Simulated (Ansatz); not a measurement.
**HfHO (doublet): the correlation ladder, def2-TZVPP**

One table from this session's results is given with a row withheld; the runs are named, their logs left out.

The runs use Ansatz 0.2.0, Gaussian basis; def2-TZVPP, core rule «outside noble gas», up to 5 orbitals frozen.

Plan: UHF; ROHF; CCSD(T) on UHF.

2 further runs of the same task are left out: 2 set aside as unsound or not needed.

### The geometry

The geometry is a PBE0/def2-TZVP stationary point (not a proven minimum). No spin-orbit coupling is included. Elements past krypton take def2 core potentials.

3 atoms, charge 0, spin multiplicity 2.

Atoms are counted from 1 here; the program's logs count them from 0.

Bond lengths: Hf1–O2 1.870 Å, O2–H3 0.953 Å. Angles: Hf1–O2–H3 180.0°.

Set-up of the first run:

Contents of in.yaml:

```yaml
crystal:
  periodic: [false, false, false]
  atoms:
    - {symbol: Hf, position_ang: [0.000000, 0.000000, 1.564473]}
    - {symbol: O, position_ang: [0.000000, 0.000000, -0.305590]}
    - {symbol: H, position_ang: [0.000000, 0.000000, -1.258884]}
basis:
  gaussian: {orbitals: def2-TZVPP}
magnetization: {spin_polarized: true, initial_magnetization: 1}
hamiltonian: {xc: hf}
output: {orbitals: {seedname: orbitals}}
```

Command:

```sh
$ ansatz run in.yaml --threads 1 --pin off --events-out ev --progress --plain --max-ram 4096MiB --backend cpu
```

Steps of the session up to this table: UHF; ROHF; CCSD(T) on UHF.

One table of the session follows, with a row left open; its other results are not shown here.

It belongs to the step «Misses and costs». 

```
  method  from UCCSD(T) (kJ/mol)
    ROHF                       ?
     UHF                  +890.9
    UMP2                   +76.8
   UCCSD                   +36.8
UCCSD(T)                       0
```

**Question.** Estimate the row for ROHF.

As computed: from UCCSD(T) (kJ/mol): +910.6. In the column «from UCCSD(T) (kJ/mol)» it is the highest.

With the free atoms at the same levels and basis (separate runs), the atomisation energy is 10.118 eV at UCCSD(T), 7.102 eV at ROHF.

Caveats from the session: Warnings: spin contamination; coupled cluster took another determinant than the lowest.
